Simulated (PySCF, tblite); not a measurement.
# C4H10OSi2: geometry, infrared bands and NMR shifts

What infrared bands and NMR shifts should C4H10OSi2 (`C#C[Si@@H](C)O[SiH2]C`) show?

The runs use tblite 0.8.0 and PySCF 2.14.0, with density-fitted response routines of our own; the level of theory stands in each step. All values are computed, except where a source is named. Atoms count from 0, in the outputs and in this text.

## Step 1: The molecule as given

17 atoms, charge 0, multiplicity 1; geometry from: force field or distance geometry start.

Bonds of the start (Å): C0–C1 1.19, C1–Si2 1.89, Si2–C3 1.87, Si2–O4 1.65, O4–Si5 1.65, Si5–C6 1.85, C0–H7 1.07, Si2–H8 1.48, C3–H9 1.08, C3–H10 1.09, C3–H11 1.11, Si5–H12 1.48, Si5–H13 1.48, C6–H14 1.10, C6–H15 1.10, C6–H16 1.09.

## Step 2: Optimising the geometry with GFN2-xTB

Job settings and geometry (Å):

```
{"job": {"kind": "relax", "xc": "GFN2-xTB", "basis": "xTB"}, "charge": 0, "multiplicity": 1}
C     -0.922600     2.677600    -0.753000
C     -1.058000     1.577500    -0.313800
Si    -1.224400    -0.168700     0.399300
C     -2.752000    -0.981700    -0.299400
O      0.131400    -1.073700     0.138600
Si     1.734800    -1.067300     0.529200
C      2.683400     0.351000    -0.193800
H     -0.816400     3.668300    -1.145500
H     -1.404600    -0.049900     1.865100
H     -2.682500    -1.106200    -1.372200
H     -3.652300    -0.404800    -0.075200
H     -2.889500    -1.987000     0.146800
H      2.329500    -2.339900     0.072200
H      1.863500    -1.046700     2.007200
H      2.301500     1.315500     0.179000
H      3.740800     0.288800     0.084000
H      2.610300     0.359100    -1.278600
```

On the command line:

```
> OMP_NUM_THREADS=1 python probes_run.py task.json out
```

One launch serves the whole session: the jobs run in the order shown.

**Question.** This job is followed by: GFN2-xTB harmonic vibrations, gas phase; GIAO PBE0/pcSseg-1 NMR shielding, non-relativistic, gas phase. Predict these results of the whole session: strongest single infrared mode (GFN2-xTB); zero-point energy (GFN2-xTB); 13C shifts against TMS (PBE0/pcSseg-1); 1H shifts against TMS (PBE0/pcSseg-1, means over atoms taken as alike); 29Si shifts against TMS (PBE0/pcSseg-1); 17O shifts against H2O (PBE0/pcSseg-1).

As calculated:

| quantity | value |
| --- | --- |
| strongest single infrared mode (GFN2-xTB) | 1075 cm⁻¹, 815 km/mol |
| zero-point energy (GFN2-xTB) | 75.9 kcal/mol |
| 13C shifts against TMS (PBE0/pcSseg-1) | 101.1, 92.6, 3.2, 0.3 ppm |
| 1H shifts against TMS (PBE0/pcSseg-1, means over atoms taken as alike) | 5.28, 5.25, 5.20, 1.93, 0.44, 0.37 ppm |
| 29Si shifts against TMS (PBE0/pcSseg-1) | -21.4, -38.2 ppm |
| 17O shifts against H2O (PBE0/pcSseg-1) | 42.4 ppm |

What this shows: The optimisation took 90 steps and gained 0.197 eV; among the close pairs (by a distance rule), Si5–C6 changed most, from 1.853 to 1.894 Å. All 45 modes are real, so the xTB geometry is a minimum. The strongest single mode, at 1075 cm⁻¹, moves mainly O4. GFN2-xTB is a fitted tight-binding method: band positions and strengths are rough. Its intensities can rank the bands wrongly. At PBE0/pcSseg-1: The largest span, 296 ppm, is at C1, where the paramagnetic term is -169 ppm.
